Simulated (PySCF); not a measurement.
# C2H8SSi2: the cost of one run

The runs use PySCF 2.14.0, with density-fitted response routines of our own; the level of theory stands in each step. All values are computed, except where a source is named. Atoms count from 0, in the outputs and in this text.

## Step 1: Starting geometry

13 atoms, charge 0, multiplicity 1; geometry from: GFN2-xTB. The atoms were then displaced at random by about 0.01 Å, so the start is not that level's minimum.

Bonds of the start (Å): C0–C1 1.49, C1–S2 1.63, C1–Si3 1.88, Si3–Si4 2.35, C0–H5 1.12, C0–H6 1.07, C0–H7 1.11, Si3–H8 1.44, Si3–H9 1.45, Si4–H10 1.47, Si4–H11 1.45, Si4–H12 1.48.

## Step 2: Geometry optimisation at PBE0-D3(BJ)/def2-SVP

The job: settings as JSON, then the geometry in Å.

```
{"job": {"xc": "PBE0", "basis": "def2-SVP", "d3": "d3bj", "grid": 1, "shake": 0.01, "kind": "geom"}, "charge": 0, "multiplicity": 1}
C      1.945350     0.213400     0.830550
C      1.047410    -0.695330     0.060020
S      1.107750    -2.303630     0.299410
Si    -0.204780     0.005310    -1.147170
Si    -2.246320     0.177370    -0.005810
H      1.311430     0.991990     1.332440
H      2.545200    -0.291030     1.556740
H      2.591920     0.777210     0.126950
H     -0.255090    -0.901260    -2.270040
H      0.314350     1.280820    -1.600130
H     -2.753250    -1.111780     0.478190
H     -3.264190     0.782160    -0.845060
H     -2.133950     1.057860     1.173560
```

The run is started by

```console
OMP_NUM_THREADS=1 python probes_run.py task.json out
```

One launch serves the whole session: the jobs run in the order shown.

**Question.** How long does this first job take on 1 thread of Intel Xeon Platinum 8488C, shared host, and how much memory does it need?

About 36 s, with a peak of 0.52 GiB.
